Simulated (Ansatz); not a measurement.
This script for Ansatz's Python interface starts 5 runs on C3H6OSi, SMILES CC1=C[SiH2]O1. What input does the engine get in each?

`run_methods.py`:
```python
from pathlib import Path
import logging
import sys

import ansatz as az
import numpy as np

logging.basicConfig(stream=sys.stdout, format='[%(levelname)s] %(message)s')
log = logging.getLogger('calc')
log.setLevel(logging.INFO)

BASIS_SET = 'def2-SVP'


def main() -> None:
    c3h6osi = (
        az.Crystal.molecule()
        .atom('C', (-1.6965, 0.6042, 0.1907))
        .atom('C', (-0.2843, 0.1347, -0.0899))
        .atom('C', (0.5335, -0.5137, 0.7422))
        .atom('Si', (1.855, -0.5328, -0.5794))
        .atom('O', (0.4367, 0.2228, -1.1962))
        .atom('H', (-1.7453, 1.3876, 0.9985))
        .atom('H', (-2.1138, 1.1357, -0.7143))
        .atom('H', (-2.3549, -0.1745, 0.4348))
        .atom('H', (0.4956, -0.8337, 1.8242))
        .atom('H', (2.9396, 0.3751, -0.3946))
        .atom('H', (1.9998, -1.8624, -1.1955))
    )

    calculation = c3h6osi.calculation().basis(gaussian=BASIS_SET)

    log.info('functional    E (Ha)        dipole (D)   HOMO (eV)  LUMO (eV)')
    for name in ['lc_wpbe', 'r2scan0', 'lda', 'cam_b3lyp', 'hf']:
        summary = calculation.functional(name).forces().orbitals().run(runs_dir='runs').report
        lines = Path(summary['orbitals_path']).read_text().splitlines()
        field_of = lambda key: [line.split('=')[1].strip() for line in lines if line.startswith(key)]
        orbitals = [(27.211386 * float(e), s, float(n)) for e, s, n in zip(field_of('Ene='), field_of('Spin='), field_of('Occup='))]
        homo = max(e for e, _, n in orbitals if n > 0.5)
        lumo = min(e for e, _, n in orbitals if n < 0.5)
        dipole = 4.803205 * np.linalg.norm(summary['charge_distribution']['dipole_moment_e_ang'])
        log.info(f'{name:10s} {summary["free_energy_ev"] / 27.211386246:14.6f} {dipole:9.3f} {homo:11.3f} {lumo:10.3f}')


if __name__ == '__main__':
    main()
```

Run 1:
```yaml
crystal:
  periodic: [false, false, false]
  atoms:
    - { symbol: C, position_ang: [-1.6965, 0.6042, 0.1907] }
    - { symbol: C, position_ang: [-0.2843, 0.1347, -0.0899] }
    - { symbol: C, position_ang: [0.5335, -0.5137, 0.7422] }
    - { symbol: Si, position_ang: [1.855, -0.5328, -0.5794] }
    - { symbol: O, position_ang: [0.4367, 0.2228, -1.1962] }
    - { symbol: H, position_ang: [-1.7453, 1.3876, 0.9985] }
    - { symbol: H, position_ang: [-2.1138, 1.1357, -0.7143] }
    - { symbol: H, position_ang: [-2.3549, -0.1745, 0.4348] }
    - { symbol: H, position_ang: [0.4956, -0.8337, 1.8242] }
    - { symbol: H, position_ang: [2.9396, 0.3751, -0.3946] }
    - { symbol: H, position_ang: [1.9998, -1.8624, -1.1955] }
basis:
  gaussian:
    orbitals: def2-SVP
hamiltonian:
  xc: lc_wpbe
output:
  orbitals: {}
  forces: true
```

Run 2, against run 1:
```diff
-  xc: lc_wpbe
+  xc: r2scan0
```

Run 3, against run 1:
```diff
-  xc: lc_wpbe
+  xc: lda
```

Run 4, against run 1:
```diff
-  xc: lc_wpbe
+  xc: cam_b3lyp
```

Run 5, against run 1:
```diff
-  xc: lc_wpbe
+  xc: hf
```

```console
$ python run_methods.py
[INFO] functional    E (Ha)        dipole (D)   HOMO (eV)  LUMO (eV)
[INFO] lc_wpbe       -482.147634     0.718      -8.657      2.250
[INFO] r2scan0       -482.196369     0.680      -6.124      0.097
[INFO] lda           -479.561267     0.560      -4.855     -1.210
[INFO] cam_b3lyp     -482.269877     0.719      -7.231      1.052
[INFO] hf            -480.607979     0.835      -8.636      3.366
```

Total energies depend on the basis set; only differences at equal settings carry meaning. The geometry is a force-field or estimated start, not a minimum of this method, and the basis set is short of its limit. A lower total doesn't mark the better method: functionals have no common bound, and MP2 and coupled cluster aren't variational. Levels such as HOMO and LUMO are orbital energies: with these approximate functionals they aren't the ionisation energy and electron affinity, and their gap isn't the fundamental gap. Run time: 24 s on 1 thread of Arm Neoverse V1 (shared host), peak memory 0.3 GiB.
